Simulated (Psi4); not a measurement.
# SiHCl2O (SMILES [O][SiH](Cl)Cl): levels of theory compared

Wanted: a comparison of 4 runs (U-r2SCAN/6-311+G**, U-revPBE/6-311+G**, UM06-L/6-311+G**, UTPSS/6-311+G**) of SiHCl2O. 

The results are computed with Psi4 1.11.

8 further runs of the same task are left out: 8 that didn't finish.

## Step 1: The system as given

SiHCl2O has 5 atoms, charge 0, and is taken as a doublet. As SMILES, `[O][SiH](Cl)Cl`. The coordinates come from a PBE0-D4/def2-TZVP relaxation.

Bond lengths: O1–Si2 1.649 Å, Si2–Cl3 2.028 Å, Si2–Cl4 2.028 Å, Si2–H5 1.479 Å. Angles: O1–Si2–Cl3 111.9°, O1–Si2–Cl4 111.9°, Cl3–Si2–Cl4 108.4°, O1–Si2–H5 101.4°, Cl3–Si2–H5 111.6°, Cl4–Si2–H5 111.6°.

## Step 2: A single-point energy at U-r2SCAN/6-311+G(d,p) (run 1)

File input.dat:

```
memory 1600 mb

molecule {
  0 2
  O      0.092100    -0.719000     1.517100
  Si     0.084300    -0.040000     0.014900
  Cl    -0.523700     1.894600     0.060800
  Cl    -1.112100    -1.056100    -1.269800
  H      1.509200    -0.153100    -0.364300
  units angstrom
  symmetry c1
  no_reorient
  no_com
}

set globals {
  reference uks
  puream true
  e_convergence 1e-09
  d_convergence 1e-08
  scf_type pk
  dft_radial_points 99
  dft_spherical_points 590
  maxiter 200
}

e_tot, wfn = energy("r2scan/6-311+G**", return_wfn=True)
oeprop(wfn, "QUADRUPOLE", "LOWDIN_CHARGES", "WIBERG_LOWDIN_INDICES", title="R2SCAN")
```

Launch:

```sh
$ psi4 input.dat output.dat -n 1
```

output.dat:

```text
[...]
  Running in c1 symmetry.
[...]
  Nuclear repulsion =  266.665462182626754
[...]
  Multiplicity = 2
[...]
  Nalpha       = 29
  Nbeta        = 28
[...]
    Number of basis functions: 118
[...]
   @UKS iter   1: -1285.16642560364267    2.71135e-01   8.49240e-03 ADIIS/DIIS
[...]
   @UKS iter  16: -1285.69726966642884   -6.59384e-12   8.36903e-09 DIIS
[...]
   @S^2 Observed:                7.545347303E-01
[...]
    Orbital Energies [Eh]
    ---------------------
    Alpha Occupied:
       1A   -101.238557     2A   -101.238550     3A    -65.925217
       4A    -19.041065     5A     -9.399211     6A     -9.399202
       7A     -7.143954     8A     -7.143947     9A     -7.137080
      10A     -7.137073    11A     -7.136765    12A     -7.136757
      13A     -5.305836    14A     -3.648779    15A     -3.647908
      16A     -3.646149    17A     -0.999120    18A     -0.837488
      19A     -0.813562    20A     -0.527836    21A     -0.449645
      22A     -0.423586    23A     -0.413305    24A     -0.382984
      25A     -0.352564    26A     -0.345782    27A     -0.330005
      28A     -0.328920    29A     -0.314493
    Alpha Virtual:
[...]
  @UKS Final Energy: -1285.69726966642884
   => Energetics <=
    Nuclear Repulsion Energy =            266.6654621826267544
    One-Electron Energy =               -2306.7739942198950303
    Two-Electron Energy =                 840.7257170459927238
    DFT Exchange-Correlation Energy =     -86.3144546751532005
    Empirical Dispersion Energy =           0.0000000000000000
    VV10 Nonlocal Energy =                  0.0000000000000000
    Total Energy =                      -1285.6972696664288378
[...]
 Multipole Moments:
 ------------------------------------------------------------------------------------
     Multipole            Electronic (a.u.)      Nuclear  (a.u.)        Total (a.u.)
 ------------------------------------------------------------------------------------
 L = 1.  Multiply by 2.5417464519 to convert [e a0] to [Debye]
 Dipole X            :         46.4274691          -46.0760583            0.3514108
 Dipole Y            :        -14.6199871           14.7198327            0.0998456
 Dipole Z            :         15.8215350          -16.1985434           -0.3770083
 Magnitude           :                                                    0.5249704
 L = 2.  Multiply by 1.3450342976 to convert [e a0^2] to [Debye ang]
 Quadrupole XX       :       -132.1802994          100.4630259          -31.7172735
 Quadrupole XY       :         -8.2250135            8.1807728           -0.0442407
[...]
```

Wall time 56 s (1 thread of Intel Xeon Platinum 8488C (Sapphire Rapids), shared host); peak memory 0.7 GiB.

## Step 3: The energy at U-revPBE/6-311+G(d,p) (run 2)

File run.py:

```python
import psi4

psi4.set_memory('1600 MB')
psi4.set_num_threads(1)
psi4.set_output_file('run.log', False)

molecule = psi4.geometry("""
0 2
O      0.092100    -0.719000     1.517100
Si     0.084300    -0.040000     0.014900
Cl    -0.523700     1.894600     0.060800
Cl    -1.112100    -1.056100    -1.269800
H      1.509200    -0.153100    -0.364300
units angstrom
symmetry c1
""")

psi4.set_options({
    'basis': '6-311+G**',
    'reference': 'uks',
    'puream': True,
    'e_convergence': 1e-09,
    'd_convergence': 1e-08,
    'scf_type': 'pk',
    'dft_radial_points': 99,
    'dft_spherical_points': 590,
    'maxiter': 200,
})

E, wfn = psi4.energy('revpbe', molecule=molecule, return_wfn=True)
psi4.oeprop(wfn, 'MULLIKEN_CHARGES', 'LOWDIN_CHARGES', 'DIPOLE', title='REVPBE')
print('E =', round(E, 9))
```

Launch:

```sh
$ python run.py
```

run.log:

```text
[...]
  Running in c1 symmetry.
[...]
  Nuclear repulsion =  266.665462182626754
[...]
  Multiplicity = 2
[...]
  Nalpha       = 29
  Nbeta        = 28
[...]
    Number of basis functions: 118
[...]
   @UKS iter   1: -1284.99772852124488    3.53537e-01   8.94708e-03 DIIS/ADIIS
[...]
   @UKS iter  16: -1285.56169100107763   -3.18323e-12   6.35200e-09 DIIS
[...]
   @S^2 Observed:                7.528494416E-01
[...]
  @UKS Final Energy: -1285.56169100107763
   => Energetics <=
    Nuclear Repulsion Energy =            266.6654621826267544
    One-Electron Energy =               -2306.7576342885467966
    Two-Electron Energy =                 840.6687874953963728
    DFT Exchange-Correlation Energy =     -86.1383063905538648
    Empirical Dispersion Energy =           0.0000000000000000
    VV10 Nonlocal Energy =                  0.0000000000000000
    Total Energy =                      -1285.5616910010776337
[...]
 Multipole Moments:
 ------------------------------------------------------------------------------------
     Multipole            Electronic (a.u.)      Nuclear  (a.u.)        Total (a.u.)
 ------------------------------------------------------------------------------------
 L = 1.  Multiply by 2.5417464519 to convert [e a0] to [Debye]
 Dipole X            :         -2.1749136            2.5234885            0.3485749
 Dipole Y            :          0.9155114           -0.7906295            0.1248819
 Dipole Z            :         -1.0686801            0.6373724           -0.4313077
 Magnitude           :                                                    0.5684420
[...]
  Mulliken Charges: (a.u.)
   Center  Symbol    Alpha    Beta     Spin     Total
       1     O     4.54067  3.65464  0.88603 -0.19531
       2    SI     6.82198  6.82389 -0.00191  0.35413
       3    CL     8.54089  8.53308  0.00780 -0.07397
       4    CL     8.54088  8.53307  0.00782 -0.07395
       5     H     0.55558  0.45532  0.10026 -0.01091
   Total alpha = 29.00000, Total beta = 28.00000, Total charge =  0.00000
  Lowdin Charges: (a.u.)
   Center  Symbol    Alpha    Beta     Spin     Total
       1     O     4.61272  3.73913  0.87359 -0.35185
[...]
```

The script printed:

```text
E = -1285.561691001
```

Run time: 34 s. Hardware: 1 thread of Intel Xeon Platinum 8488C (Sapphire Rapids), shared host; peak memory 0.71 GiB.

Run 3 isn't shown in full; the table further down has it.

## Step 4: Energy and forces at UTPSS/6-311+G(d,p) (run 4)

File input.dat:

```
memory 1600 MB

molecule molecule1 {
  0 2
  O
  Si 1 r2
  Cl 2 r3 1 a3
  Cl 2 r4 1 a4 3 d4
  H 2 r5 1 a5 4 d5

  r2 = 1.648547
  r3 = 2.02841
  a3 = 111.93953
  r4 = 2.02837
  a4 = 111.93798
  d4 = -121.91761
  r5 = 1.478825
  a5 = 101.39649
  d5 = -119.04259
  symmetry c1
}

set {
  reference uks
  puream true
  e_convergence 1e-09
  d_convergence 1e-08
  scf_type pk
  dft_radial_points 99
  dft_spherical_points 590
  maxiter 200
}

result, w = gradient('tpss/6-311+G**', return_wfn=True)
oeprop(w, 'MULLIKEN_CHARGES', 'LOWDIN_CHARGES', 'DIPOLE', title='TPSS')
```

Launch:

```sh
$ psi4 -i input.dat -o output.dat -n 1
```

output.dat:

```text
[...]
  Running in c1 symmetry.
[...]
  Nuclear repulsion =  266.665485091472760
[...]
  Multiplicity = 2
[...]
  Nalpha       = 29
  Nbeta        = 28
[...]
    Number of basis functions: 118
[...]
   @UKS iter   1: -1285.33501869941870    3.18982e-01   8.87211e-03 DIIS/ADIIS
[...]
   @UKS iter  16: -1285.89069836513272   -3.41061e-12   5.64229e-09 DIIS
[...]
   @S^2 Observed:                7.530108471E-01
[...]
  @UKS Final Energy: -1285.89069836513272
   => Energetics <=
    Nuclear Repulsion Energy =            266.6654850914727604
    One-Electron Energy =               -2306.8428784256020663
    Two-Electron Energy =                 840.7776791696371674
    DFT Exchange-Correlation Energy =     -86.4909842006405967
    Empirical Dispersion Energy =           0.0000000000000000
    VV10 Nonlocal Energy =                  0.0000000000000000
    Total Energy =                      -1285.8906983651327209
[...]
  -Total Gradient:
     Atom            X                  Y                   Z
    ------   -----------------  -----------------  -----------------
       1       -0.001371624096    -0.000761505599     0.009409484978
       2       -0.003107479702    -0.001711749860    -0.001604298758
       3       -0.000836771591     0.008643056431    -0.003923095154
       4        0.006904625550    -0.005287018920    -0.003928254607
       5       -0.001607994818    -0.000893486400     0.000061823142
[...]
 Multipole Moments:
 ------------------------------------------------------------------------------------
     Multipole            Electronic (a.u.)      Nuclear  (a.u.)        Total (a.u.)
 ------------------------------------------------------------------------------------
 L = 1.  Multiply by 2.5417464519 to convert [e a0] to [Debye]
 Dipole X            :         -1.9293202            2.2385413            0.3092211
 Dipole Y            :         -1.0711231            1.2429212            0.1717982
 Dipole Z            :          1.3224036           -0.9183735            0.4040300
 Magnitude           :                                                    0.5370033
[...]
```

It took 92 s on 1 thread of Intel Xeon Platinum 8488C (Sapphire Rapids), shared host; peak memory 0.72 GiB.

## Step 5: The series

```csv
run,level,task,energy (Eh),dipole moment (D),HOMO energy (eV),LUMO energy (eV),wall time
1,U-r2SCAN/6-311+G**,energy,-1285.697270,1.33,-8.31,-6.71,56 s
2,U-revPBE/6-311+G**,energy,-1285.561691,1.44,-7.82,-7.19,34 s
3,UM06-L/6-311+G**,gradient,-1285.795496,1.29,-8.16,-6.64,60 s
4,UTPSS/6-311+G**,gradient,-1285.890698,1.36,-8.04,-7.04,92 s
```

## Step 6: Summary of results

```
                                 quantity           value
                      run 4: total energy  -1285.89070 Eh
                     run 4: dipole moment          1.36 D
run 4: HOMO energy (highest over α and β)        -8.04 eV
 run 4: LUMO energy (lowest over α and β)        -7.04 eV
                              run 4: ⟨S²⟩           0.753
          run 4: largest force on an atom      0.491 eV/Å
```

The dipole moment (its size) runs from 1.29 D (UM06-L/6-311+G**) to 1.44 D (U-revPBE/6-311+G**). Totals of different functionals can't be ranked against each other. All runs together took 4 min, the longest 92 s.
